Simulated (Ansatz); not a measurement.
# AlN: the cost of one run

Program: Ansatz 0.2.0. Level of theory: DFT r2SCAN, scalar-relativistic, plane waves, PAW. These are calculated values, not measurements.

The COD entry's cell or inner coordinates are ideal or old and differ from later refinements, so a difference from it is no clean test against experiment.

2 further runs of the same task are left out: 2 set aside as unsound or not needed.

## 1. The structure to begin with

Symmetry: P6_3mc, No. 186, hexagonal system. The conventional cell has a = 3.107 Å, b = 3.107 Å, c = 4.978 Å, α = 90.00°, β = 90.00°, γ = 120.00°. Al (site symmetry 3m) has 4 N at 1.89 to 1.90 Å as nearest neighbours. N (site symmetry 3m) is surrounded by 4 Al at 1.89 to 1.90 Å.

As a file:

```
Al N
1.0
     3.10672    0.00000    0.00000
    -1.55336    2.69050    0.00000
     0.00000    0.00000    4.97847
Al N
2 2
Cartesian
  0.0000 1.7937 -0.0040
  1.5534 0.8968 2.4852
  0.0000 1.7937 1.8958
  1.5534 0.8968 4.3851
```

It is the result of an earlier relaxation at this level (volume 10.40 Å³/atom; gap on the mesh: 4.88 eV).

## 2. Phonons at the zone centre

Input file input.yaml:

```yaml
crystal:
  lattice:
    - [3.1067211448, 0.0, 0.0]
    - [-1.5533605724, 2.6904994339, 0.0]
    - [0.0, 0.0, 4.9784738546]
  atoms:
    - { symbol: Al, position: [0.3333333333, 0.6666666667, -0.0008045783] }
    - { symbol: Al, position: [0.6666666667, 0.3333333333, 0.4991954217] }
    - { symbol: "N", position: [0.3333333333, 0.6666666667, 0.3808045783] }
    - { symbol: "N", position: [0.6666666667, 0.3333333333, 0.8808045783] }
basis:
  ecutwfc: 500
kpoints:
  mp_grid: { grid: [9, 9, 6] }
hamiltonian:
  xc: r2scan
scf:
  occupations: { method: fixed }
output:
  eigenvalues: true
phonons:
  method: dfpt
  dielectric: true
  rigid_motions: translations
  eigenvectors: true
```

Run with:

```sh
$ ansatz run input.yaml --threads 2 --pin off --max-ram 5120MiB --backend cpu --events-out ev --progress --plain --runs-dir out
```

What time and memory should one allow on 2 threads of Arm Neoverse V1, shared host?

About 2.3 min, with a peak of 1.6 GiB.
